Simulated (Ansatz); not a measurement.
# Zn: the cost of one run

Program: Ansatz 0.2.0. Level of theory: DFT PBEsol, scalar-relativistic, plane waves, PAW. These are calculated values, not measurements.

## 1. Starting point

It takes space group P6_3/mmc (No. 194, hexagonal). Conventional cell: a = 2.660 Å, b = 2.660 Å, c = 4.950 Å, α = 90.00°, β = 90.00°, γ = 120.00°. Around Zn (site symmetry -6m2) lie 12 Zn at 2.66 to 2.91 Å.

Structure file:

```
Zn
1.0
     2.66000    0.00000    0.00000
    -1.33000    2.30363    0.00000
     0.00000    0.00000    4.95000
Zn
2
Cartesian
  0.0000 1.5358 1.2375
  1.3300 0.7679 3.7125
```

## 2. Relaxing cell and atoms: Zn, no spin, 20 GPa

input.yaml

```yaml
crystal:
  lattice:
    - [2.66, 0.0, 0.0]
    - [-1.33, 2.30362757, 0.0]
    - [0.0, 0.0, 4.95]
  atoms:
    - { symbol: Zn, position: [0.3333333333, 0.6666666667, 0.25] }
    - { symbol: Zn, position: [0.6666666667, 0.3333333333, 0.75] }
scf:
  occupations: { method: gaussian, width: 0.1 }
output:
  forces: true
  stress: true
  eigenvalues: true
  write_density: true
  write_potential: true
  elf: true
  volumetric_format: npy
kpoints:
  mp_grid: { grid: [57, 57, 26] }
hamiltonian:
  xc: pbesol
relax:
  f_tol: 0.003
  max_steps: 60
  cell: { stress_tol: 0.01, p_target: 20 }
```

Launch:

```
ansatz run input.yaml --threads 8 --pin off --max-ram 24576MiB --backend cpu --events-out ev --progress --plain --runs-dir out
```

Q: Estimate wall time and peak memory on 8 threads of Intel Xeon Platinum 8259CL at 2.50GHz (Skylake/Cascade Lake), shared host.

About 2.8 min, with a peak of 2.2 GiB.
